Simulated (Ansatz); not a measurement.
# H₄O₄SW: how energies converge with the basis set

An exercise on one series of results from a longer session: the logs are not shown, and one member is left open.

Method: one geometry, several basis sets; program: Ansatz 0.2.0, Gaussian basis.

The runs, in order: PBE0-D4/def2-SVP; ωB97M-V/def2-SVP; PBE0-D4/def2-QZVPP; ωB97M-V/def2-QZVPP; the functionals' def2-TZVPP values are taken from earlier runs.

## The geometry

All runs share one geometry, relaxed beforehand with PBE0-D4 in a triple-zeta def2 set. W takes the def2 core potential; no spin-orbit term is included.

SMILES `[OH][W]([OH])([OH])([OH])=[S]`, 10 atoms, charge 0, spin multiplicity 1.

Atoms are counted from 1 here; the program's logs count them from 0.

Bond lengths: O1–W2 1.882 Å, O1–H7 0.961 Å, W2–O3 1.920 Å, W2–O4 1.894 Å, W2–O5 1.923 Å, W2–S6 2.122 Å, O3–H8 0.962 Å, O4–H9 0.961 Å, O5–H10 0.962 Å. Angles: W2–O1–H7 125.9°, O1–W2–O3 148.4°, O1–W2–O4 90.5°, O1–W2–O5 90.8°, O1–W2–S6 103.2°, O3–W2–O4 80.3°, O3–W2–O5 79.8°, O3–W2–S6 108.3°, O4–W2–O5 143.6°, O4–W2–S6 108.8°, O5–W2–S6 106.2°, W2–O3–H8 113.8°, W2–O4–H9 118.2°, W2–O5–H10 115.0°.

Coordinates:

```xyz
10
charge 0, multiplicity 1
O    -1.2304   -0.0339   -1.4646
W    -0.1748    0.2915    0.0586
O     0.9952   -0.3978    1.4160
O    -1.4414   -0.6030    1.1461
O     1.4321    0.0465   -0.9682
S    -0.3781    2.3833    0.3532
H    -1.3826   -0.8905   -1.8716
H     1.9292   -0.3270    1.1969
H    -1.1264   -1.0500    1.9368
H     1.4604    0.5295   -1.8002
```

Set-up of the first run:

File in.yaml:

```yaml
crystal:
  periodic: [false, false, false]
  atoms:
    - {symbol: O, position_ang: [-1.230395, -0.033898, -1.464560]}
    - {symbol: W, position_ang: [-0.174831, 0.291550, 0.058615]}
    - {symbol: O, position_ang: [0.995209, -0.397762, 1.415969]}
    - {symbol: O, position_ang: [-1.441385, -0.602998, 1.146096]}
    - {symbol: O, position_ang: [1.432068, 0.046533, -0.968240]}
    - {symbol: S, position_ang: [-0.378115, 2.383316, 0.353186]}
    - {symbol: H, position_ang: [-1.382552, -0.890472, -1.871629]}
    - {symbol: H, position_ang: [1.929190, -0.327047, 1.196884]}
    - {symbol: H, position_ang: [-1.126422, -1.049966, 1.936807]}
    - {symbol: H, position_ang: [1.460434, 0.529544, -1.800228]}
basis:
  gaussian: {orbitals: def2-SVP}
hamiltonian: {xc: pbe0, dispersion: d4}
output: {orbitals: {seedname: orbitals}}
```

Started as:

```console
ansatz run in.yaml --threads 2 --pin off --events-out ev --progress --plain --max-ram 32768MiB --backend cpu
```

Steps of the session up to this table: PBE0-D4 in def2-SVP; ωB97M-V in def2-SVP; PBE0-D4 in def2-QZVPP; ωB97M-V in def2-QZVPP.

One of the session's tables, all rows but one given; the rest of the session is left out.

It belongs to the step «Density functionals: the series». 

| functional | basis | HOMO (eV) | LUMO (eV) |
| --- | --- | --- | --- |
| PBE0-D4 | def2-SVP | ? | ? |
| PBE0-D4 | def2-TZVPP | -7.70 | -2.57 |
| PBE0-D4 | def2-QZVPP | -7.74 | -2.62 |
| ωB97M-V | def2-SVP | -9.73 | -0.40 |
| ωB97M-V | def2-TZVPP | -9.83 | -0.39 |
| ωB97M-V | def2-QZVPP | -9.88 | -0.47 |

**Question.** Estimate the row for PBE0-D4, def2-SVP.

The run gave: HOMO (eV): -7.64; LUMO (eV): -2.60. In the column «HOMO (eV)» it is the highest.
